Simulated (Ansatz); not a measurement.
# BFH5NO2: the cost of one run

All numbers below are computed with Ansatz 0.2.0 (RKS BLYP-D4/cc-pVDZ).

## Step 1: The starting structure

Bond lengths: B1–F2 1.687 Å, B1–O3 1.356 Å, B1–O4 1.352 Å, B1–N6 1.803 Å, O3–H7 0.954 Å, O4–H8 0.955 Å, N6–H9 1.007 Å, N6–H10 1.007 Å. Angles: F2–B1–O3 108.6°, F2–B1–O4 109.9°, F2–B1–N6 81.5°, O3–B1–O4 123.3°, O3–B1–N6 116.5°, O4–B1–N6 109.0°, B1–O3–H7 115.9°, B1–O4–H8 113.8°, B1–N6–H9 117.6°, B1–N6–H10 113.6°, H9–N6–H10 111.5°.

As a file:

```xyz
10

B    -0.3186    0.2552   -0.3393
F     0.7220   -0.7436   -1.2148
O     0.0525    1.5446   -0.5376
O    -1.5923   -0.1792   -0.4697
H     0.9573   -1.1033   -0.0866
N     0.4562   -0.6020    1.0454
H     0.9911    1.7050   -0.5898
H    -2.1327    0.3748   -1.0298
H     1.0418   -0.0611    1.6610
H    -0.1771   -1.1906    1.5614
```

## Step 2: A restrained relaxation towards end A

Springs on the bonds that form and break draw the guess towards this end; the thresholds are loose.

The input, input.yaml:

```yaml
crystal:
  periodic: [false, false, false]
  atoms:
    - { symbol: B, position_ang: [-0.3186, 0.2552, -0.3393] }
    - { symbol: F, position_ang: [0.722, -0.7436, -1.2148] }
    - { symbol: O, position_ang: [0.0525, 1.5446, -0.5376] }
    - { symbol: O, position_ang: [-1.5923, -0.1792, -0.4697] }
    - { symbol: H, position_ang: [0.9573, -1.1033, -0.0866] }
    - { symbol: "N", position_ang: [0.4562, -0.602, 1.0454] }
    - { symbol: H, position_ang: [0.9911, 1.705, -0.5898] }
    - { symbol: H, position_ang: [-2.1327, 0.3748, -1.0298] }
    - { symbol: H, position_ang: [1.0418, -0.0611, 1.661] }
    - { symbol: H, position_ang: [-0.1771, -1.1906, 1.5614] }
basis:
  gaussian: { orbitals: cc-pVDZ }
hamiltonian:
  xc: blyp
  dispersion: d4
relax:
  f_tol: 0.15
  max_steps: 25
  restrain:
    - { distance: [0, 5], at: 2.85, k: 30.0 }
    - { distance: [4, 1], at: 2.18, k: 30.0 }
    - { distance: [0, 1], at: 1.41, k: 30.0 }
    - { distance: [4, 5], at: 1.02, k: 30.0 }
```

On the command line:

```console
$ ansatz run input.yaml --threads 2 --pin off --max-ram 3072MiB --backend cpu --events-out ev --progress --plain --runs-dir out
```

**Question.** How long does this run take on 2 threads of Intel Xeon 6975P-C (Granite Rapids), shared host, and how much memory does it need?

About 9.7 s, with a peak of 0.17 GiB.
